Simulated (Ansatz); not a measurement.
# BH₄NSSi: taking an electron away

An exercise on one series of results from a longer session: the logs are not shown, and one member is left open.

Computed with Ansatz 0.2.0, Gaussian basis. Level: unrestricted cation, the program's frozen cores in correlated methods.

Levels to be run: UKS PBE-D4/def2-TZVPP; UKS r2SCAN-D4/def2-TZVPP; UKS PBE0-D4/def2-TZVPP; UKS B3LYP-D4/def2-TZVPP; UKS wB97X-V/def2-TZVPP; UKS wB97M-V/def2-TZVPP; UKS B2PLYP/def2-TZVPP; UHF-MP2/def2-TZVPP; UHF-MP2/def2-QZVPP; then −ε(HOMO) from the neutral's earlier runs with LDA (SPW92), PBE-D4, revPBE-D4, BLYP-D4, r2SCAN-D4, B97M-V, PBE0-D4, B3LYP-D4, r2SCANh-D4, r2SCAN0-D4, HSE06-D4, BHLYP-D4, CAM-B3LYP-D4, LC-ωPBE, ωB97X-V, ωB97M-V.

1 further run of the same task is left out (it didn't finish).

## Structure used throughout

All runs share one geometry, relaxed beforehand with PBE0-D4 in a triple-zeta def2 set.

SMILES `S[SiH]1BN1`, 8 atoms, charge 0, spin multiplicity 1.

Atoms are counted from 1 here; the program's logs count them from 0.

Bond lengths: S1–Si2 2.130 Å, S1–H5 1.344 Å, Si2–B3 1.919 Å, Si2–N4 1.749 Å, Si2–H6 1.482 Å, B3–N4 1.383 Å, B3–H7 1.188 Å, N4–H8 1.010 Å. Angles: Si2–S1–H5 95.1°, S1–Si2–B3 124.2°, S1–Si2–N4 118.5°, S1–Si2–H6 108.2°, B3–Si2–N4 44.0°, B3–Si2–H6 127.6°, N4–Si2–H6 114.3°, Si2–B3–N4 61.5°, Si2–B3–H7 162.4°, N4–B3–H7 136.1°, Si2–N4–B3 74.5°, Si2–N4–H8 148.9°, B3–N4–H8 136.5°.

Set-up of the first run:

in.yaml

```yaml
crystal:
  periodic: [false, false, false]
  atoms:
    - {symbol: S, position_ang: [-2.198701, -0.554737, -0.360355]}
    - {symbol: Si, position_ang: [-0.326604, -0.039088, 0.515371]}
    - {symbol: B, position_ang: [1.350543, -0.825486, 0.014172]}
    - {symbol: N, position_ang: [0.999586, 0.392081, -0.541059]}
    - {symbol: H, position_ang: [-2.816811, 0.581971, 0.001910]}
    - {symbol: H, position_ang: [-0.578772, 0.932158, 1.605840]}
    - {symbol: H, position_ang: [2.264751, -1.577591, -0.080150]}
    - {symbol: H, position_ang: [1.398209, 1.033592, -1.211530]}
basis:
  gaussian: {orbitals: def2-TZVPP}
total_charge: 1
magnetization: {spin_polarized: true, initial_magnetization: 1}
hamiltonian: {xc: pbe, dispersion: d4}
```

Steps of the session up to this table: Cation, UKS PBE-D4/def2-TZVPP; Cation, UKS r2SCAN-D4/def2-TZVPP; Cation, UKS PBE0-D4/def2-TZVPP; Cation, UKS B3LYP-D4/def2-TZVPP; Cation, UKS wB97X-V/def2-TZVPP; Cation, UKS wB97M-V/def2-TZVPP; Cation, UKS B2PLYP (frozen core)/def2-TZVPP; Cation, UHF-MP2/def2-TZVPP; Cation, UHF-MP2/def2-QZVPP.

One of the session's tables, all rows but one given; the rest of the session is left out.

For comparison, −ε(HOMO) of the neutral from earlier runs:

| functional | −ε(HOMO) (eV) |
| --- | --- |
| LDA (SPW92) | 6.01 |
| PBE-D4 | ? |
| revPBE-D4 | 5.87 |
| BLYP-D4 | 5.76 |
| r2SCAN-D4 | 6.13 |
| B97M-V | 6.19 |
| PBE0-D4 | 7.03 |
| B3LYP-D4 | 6.82 |
| r2SCANh-D4 | 6.54 |
| r2SCAN0-D4 | 7.16 |
| HSE06-D4 | 6.63 |
| BHLYP-D4 | 8.03 |
| CAM-B3LYP-D4 | 8.31 |
| LC-ωPBE | 9.63 |
| ωB97X-V | 9.30 |
| ωB97M-V | 9.11 |

Estimate the missing values for PBE-D4.

As computed: −ε(HOMO) (eV): 5.91. In the column «−ε(HOMO) (eV)» it lies between revPBE-D4 (5.87) and LDA (SPW92) (6.01).
